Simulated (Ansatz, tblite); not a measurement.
**Trans-NiH2(PH3)2 (NiP2H8): a ladder of methods and basis sets**

Aim: run the singlet of trans-NiH2(PH3)2 (NiP2H8) at one geometry on many levels, and compare frontier levels, spin and run time.

Method: as each input shows; program: Ansatz 0.2.0, Gaussian basis.

Plan: GFN1-xTB, GFN2-xTB, PBE-D4/def2-TZVP, r2SCAN-D4/def2-TZVP, B2PLYP/def2-TZVP, PBE-QIDH/def2-TZVP, B3LYP-D4/def2-TZVP, PBE-D4/def2-SVP, PBE0-D4/def2-SVP, HF/STO-3G, CCSD(T)/def2-TZVP, RPA/def2-TZVP.

2 further runs of the same task are left out: 2 set aside as unsound or not needed.

## 1. The geometry

The geometry is that of the singlet, from an earlier relaxation (PBE0-D4/def2-SVP).

11 atoms, charge 0, spin multiplicity 1.

Bond lengths: Ni1–P2 2.098 Å, Ni1–P3 2.099 Å, Ni1–H4 1.506 Å, Ni1–H8 1.511 Å, P2–H5 1.421 Å, P2–H6 1.422 Å, P2–H7 1.423 Å, P3–H9 1.422 Å, P3–H10 1.423 Å, P3–H11 1.421 Å. Angles: P2–Ni1–P3 177.8°, P2–Ni1–H4 93.2°, P2–Ni1–H8 86.8°, P3–Ni1–H4 89.1°, P3–Ni1–H8 91.0°, H4–Ni1–H8 179.6°, Ni1–P2–H5 120.5°, Ni1–P2–H6 115.2°, Ni1–P2–H7 124.5°, H5–P2–H6 96.9°, H5–P2–H7 97.0°, H6–P2–H7 96.9°, Ni1–P3–H9 123.2°, Ni1–P3–H10 114.5°, Ni1–P3–H11 122.7°, H9–P3–H10 96.9°, H9–P3–H11 96.9°, H10–P3–H11 96.9°.

As a file:

```tsv
atom	x (Å)	y (Å)	z (Å)
Ni1	0.0482	0.0004	-0.0044
P2	0.0083	2.0978	0.0492
P3	0.0061	-2.0978	-0.0595
H4	1.5455	-0.0582	0.1470
H5	-1.0033	2.7825	0.7748
H6	-0.2188	2.7324	-1.2032
H7	1.0984	2.9143	0.4603
H8	-1.4555	0.0611	-0.1453
H9	-1.0296	-2.8398	-0.6910
H10	-0.0925	-2.7187	1.2166
H11	1.0933	-2.8741	-0.5445
```

No spin-orbit coupling is included.

PBE0-D4/def2-TZVP was run before; its log isn't repeated, and its numbers join the tables.

## 2. GFN1-xTB

Tight binding, by tblite at 300 K electronic temperature and without a spin-polarisation term:

```python
tblite.interface.Calculator('GFN1-xTB', numbers, positions, charge=0, uhf=0).singlepoint()
```

Energy -371.5936 eV, HOMO -9.61 eV, LUMO -6.87 eV; 0.007 s.

## 3. GFN2-xTB

Tight binding, by tblite at 300 K electronic temperature and without a spin-polarisation term:

```python
tblite.interface.Calculator('GFN2-xTB', numbers, positions, charge=0, uhf=0).singlepoint()
```

Energy -378.8854 eV, HOMO -9.53 eV, LUMO -6.61 eV; 0.005 s.

## 4. PBE-D4/def2-TZVP

start.molden holds the orbitals of an earlier run on this state, given as this run's starting guess.

in.yaml reads:

```yaml
crystal:
  periodic: [false, false, false]
  atoms:
    - {symbol: Ni, position_ang: [0.048172, 0.000421, -0.004365]}
    - {symbol: P, position_ang: [0.008286, 2.097826, 0.049159]}
    - {symbol: P, position_ang: [0.006063, -2.097799, -0.059550]}
    - {symbol: H, position_ang: [1.545469, -0.058193, 0.147042]}
    - {symbol: H, position_ang: [-1.003321, 2.782513, 0.774777]}
    - {symbol: H, position_ang: [-0.218848, 2.732370, -1.203153]}
    - {symbol: H, position_ang: [1.098450, 2.914343, 0.460275]}
    - {symbol: H, position_ang: [-1.455489, 0.061149, -0.145291]}
    - {symbol: H, position_ang: [-1.029576, -2.839796, -0.691001]}
    - {symbol: H, position_ang: [-0.092515, -2.718679, 1.216607]}
    - {symbol: H, position_ang: [1.093290, -2.874145, -0.544500]}
basis:
  gaussian: {orbitals: def2-TZVP, initial_orbitals: start.molden}
hamiltonian: {xc: pbe, dispersion: d4}
scf: {omitted_lower_state_checks: [starts]}
output: {forces: true, orbitals: {seedname: orbitals}}
```

Run with:

```console
ansatz run in.yaml --threads 2 --pin off --events-out ev --progress --plain --max-ram 4352MiB
```

The runs that follow: r2SCAN-D4/def2-TZVP; B2PLYP/def2-TZVP; PBE-QIDH/def2-TZVP; B3LYP-D4/def2-TZVP; PBE-D4/def2-SVP; PBE0-D4/def2-SVP; HF/STO-3G; CCSD(T)/def2-TZVP; RPA/def2-TZVP.

Q: Predict the results of all the runs planned. Wanted: gap in def2-TZVP, named functionals, smallest and largest; correlation energy, CCSD(T)/def2-TZVP; binding an atom, functionals in def2-TZVP; PBE0 total energy, smallest basis above largest.

As calculated:

```
                                                 quantity                                value
gap in def2-TZVP, named functionals, smallest and largest  2.93 eV (PBE-D4), 5.78 eV (PBE0-D4)
                    correlation energy, CCSD(T)/def2-TZVP                            -30.43 eV
                binding an atom, functionals in def2-TZVP   2.54 (PBE0-D4) to 2.66 eV (PBE-D4)
          PBE0 total energy, smallest basis above largest       12.91 eV (def2-SVP, def2-TZVP)
```

In words: Over the named functionals in def2-TZVP the gap runs from 2.93 eV (PBE-D4) to 5.78 eV (PBE0-D4); exact exchange widens it. Notes on CCSD(T)/def2-TZVP and its Hartree-Fock reference, which MP2 shares: large T1 diagnostic, restricted state is unstable towards broken spin symmetry.
